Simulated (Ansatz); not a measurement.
# Al2H8OSi2: basis-set convergence

The task here is to estimate one member of a computed series from the others.

The runs use Ansatz 0.2.0, Gaussian basis; one geometry, several basis sets.

Plan: PBE0-D4/def2-SVP; ωB97M-V/def2-SVP; PBE0-D4/def2-QZVPP; ωB97M-V/def2-QZVPP; the functionals' def2-TZVPP values are taken from earlier runs.

## The geometry

The geometry comes from an earlier relaxation with PBE0-D4 in a triple-zeta def2 set; it is a stationary point, not always the lowest conformer.

SMILES `[AlH2][SiH2][O][AlH][SiH3]`, 13 atoms, charge 0, spin multiplicity 1.

Atoms are counted from 1 here; the program's logs count them from 0.

Bond lengths: Al1–Si2 2.469 Å, Al1–H6 1.582 Å, Al1–H7 1.722 Å, Si2–O3 1.648 Å, Si2–H8 1.491 Å, Si2–H9 1.492 Å, O3–Al4 1.731 Å, Al4–Si5 2.502 Å, Al4–H10 1.576 Å, Si5–H11 1.487 Å, Si5–H12 1.490 Å, Si5–H13 1.571 Å. Angles: Si2–Al1–H6 144.3°, Si2–Al1–H7 92.3°, H6–Al1–H7 111.0°, Al1–Si2–O3 96.4°, Al1–Si2–H8 113.2°, Al1–Si2–H9 116.8°, O3–Si2–H8 111.1°, O3–Si2–H9 112.1°, H8–Si2–H9 107.1°, Si2–O3–Al4 113.8°, O3–Al4–Si5 108.8°, O3–Al4–H10 123.1°, Si5–Al4–H10 121.1°, Al4–Si5–H11 124.0°, Al4–Si5–H12 118.7°, Al4–Si5–H13 103.2°, H11–Si5–H12 108.9°, H11–Si5–H13 98.7° and more.

Coordinates:

```xyz
13

Al    0.28700    0.83350    1.21294
Si   -1.51815    1.21561   -0.42759
O    -1.90747   -0.37087   -0.64587
Al   -0.72952   -1.47350   -0.01805
Si    1.54533   -0.70912   -0.72461
H     1.06035    1.46158    2.44190
H    -0.29634   -0.74185    1.59206
H    -2.67078    1.97837    0.13262
H    -1.13409    1.87980   -1.70668
H    -1.03229   -2.99767    0.24438
H     1.81696    0.04511   -1.97675
H     2.71718   -1.57767   -0.42160
H     1.88233    0.42211    0.31217
```

Set-up of the first run:

in.yaml

```yaml
crystal:
  periodic: [false, false, false]
  atoms:
    - {symbol: Al, position_ang: [0.287002, 0.833502, 1.212938]}
    - {symbol: Si, position_ang: [-1.518150, 1.215609, -0.427594]}
    - {symbol: O, position_ang: [-1.907471, -0.370869, -0.645874]}
    - {symbol: Al, position_ang: [-0.729523, -1.473503, -0.018052]}
    - {symbol: Si, position_ang: [1.545332, -0.709120, -0.724614]}
    - {symbol: H, position_ang: [1.060353, 1.461580, 2.441901]}
    - {symbol: H, position_ang: [-0.296338, -0.741854, 1.592058]}
    - {symbol: H, position_ang: [-2.670779, 1.978367, 0.132620]}
    - {symbol: H, position_ang: [-1.134092, 1.879804, -1.706683]}
    - {symbol: H, position_ang: [-1.032292, -2.997669, 0.244378]}
    - {symbol: H, position_ang: [1.816955, 0.045112, -1.976751]}
    - {symbol: H, position_ang: [2.717177, -1.577672, -0.421599]}
    - {symbol: H, position_ang: [1.882327, 0.422112, 0.312172]}
basis:
  gaussian: {orbitals: def2-SVP}
hamiltonian: {xc: pbe0, dispersion: d4}
output: {orbitals: {seedname: orbitals}}
```

Among the steps run: PBE0-D4 in def2-SVP; ωB97M-V in def2-SVP; PBE0-D4 in def2-QZVPP; ωB97M-V in def2-QZVPP.

One of the session's tables, all rows but one given; the rest of the session is left out.

It belongs to the step «Functionals by basis». 

| functional | basis | HOMO (eV) |
| --- | --- | --- |
| PBE0-D4 | def2-SVP | -7.22 |
| PBE0-D4 | def2-TZVPP | ? |
| PBE0-D4 | def2-QZVPP | -7.20 |
| ωB97M-V | def2-SVP | -9.17 |
| ωB97M-V | def2-TZVPP | -9.17 |
| ωB97M-V | def2-QZVPP | -9.18 |

**Question.** Estimate the row for PBE0-D4, def2-TZVPP.

The run gave: HOMO (eV): -7.19. In the column «HOMO (eV)» it is the highest.
